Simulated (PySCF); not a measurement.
# The bond of GeAs, level by level

Aim: find the lowest electronic state of GeAs, scan its bond at several levels of theory, and get bond length, wavenumber and dissociation energy from each curve.

The runs use PySCF 2.14.0; Ge def2-TZVPPD, As def2-TZVPPD, no relativity.

1 further run of the same task is left out (it didn't finish).

### Step 1. Set-up

A driver script around PySCF takes these settings:

```json
{
  "atoms": "Ge, As",
  "charge": "0",
  "basis": "Ge def2-TZVPPD, As def2-TZVPPD",
  "Hamiltonian": "no relativity",
  "basis functions": "108",
  "electrons treated": "65",
  "masses in u": "73.9212, 74.9216",
  "levels": "PBE0, PBE, r²SCAN, PBEsol, PW91, M06-L, BHandHLYP, revPBE, HSE06, HF, MP2, SCS-MP2",
  "grid": "80 radial by 434 angular points",
  "occupations": "held fixed by the projection of orbital angular momentum",
  "dissociation limit": "Ge + As, each in its ground configuration",
  "starting distance in angstrom": "2.335",
  "values of 2S to try": "1, 3, 5"
}
```

The run is started by

```
$ OMP_NUM_THREADS=2 python dia.py task.json out
```

Further steps of the session: The PBE0 curve of the state that the search chose; Excited determinants; PBE; r²SCAN (meta-GGA); PBEsol (GGA); PW91 (GGA); M06-L; BHandHLYP (global hybrid GGA); revPBE; HSE06 (range-separated hybrid); UHF (mean field).

**Question.** What will these runs give? Wanted: for each run, Re; ωe; De; μ.

**Answer**, as computed:

Lowest PBE0 solution found, without spin–orbit coupling: ²Π (doublet), unpaired electrons π ↑. State 2 has its PBE0 minimum 0.24 eV higher. State 3 has its PBE0 minimum 1.40 eV higher. State 4 has its PBE0 minimum 2.72 eV higher. The other levels ran on the lowest alone.

```csv
level,Re (Å),ωe (cm⁻¹),De (eV),μ (D)
PBE,2.272,339,3.43,-0.87
PBEsol,2.255,346,3.68,-0.82
revPBE,2.281,335,3.17,-0.90
PW91,2.270,339,3.46,-0.87
r²SCAN,2.246,355,3.22,-0.86
M06-L,2.260,351,3.56,-0.82
PBE0,2.242,362,3.08,-0.98
HSE06,2.245,360,3.20,-0.97
BHandHLYP,2.231,370,2.83,-1.13
```

De is counted to Ge + As in their ground configurations. A positive dipole means Ge(−)As(+). No constants: UHF (the points don't follow one smooth fit); UHF-MP2 (the points don't follow one smooth fit); UHF-SCS-MP2 (the points don't follow one smooth fit).

**Reading.** The methods spread over 0.050 Å in bond length, from BHandHLYP to revPBE. Among the levels with a De in the table, it runs from 2.83 eV (BHandHLYP) to 3.68 eV (PBEsol).

Correlated steps freeze 18 core orbitals.
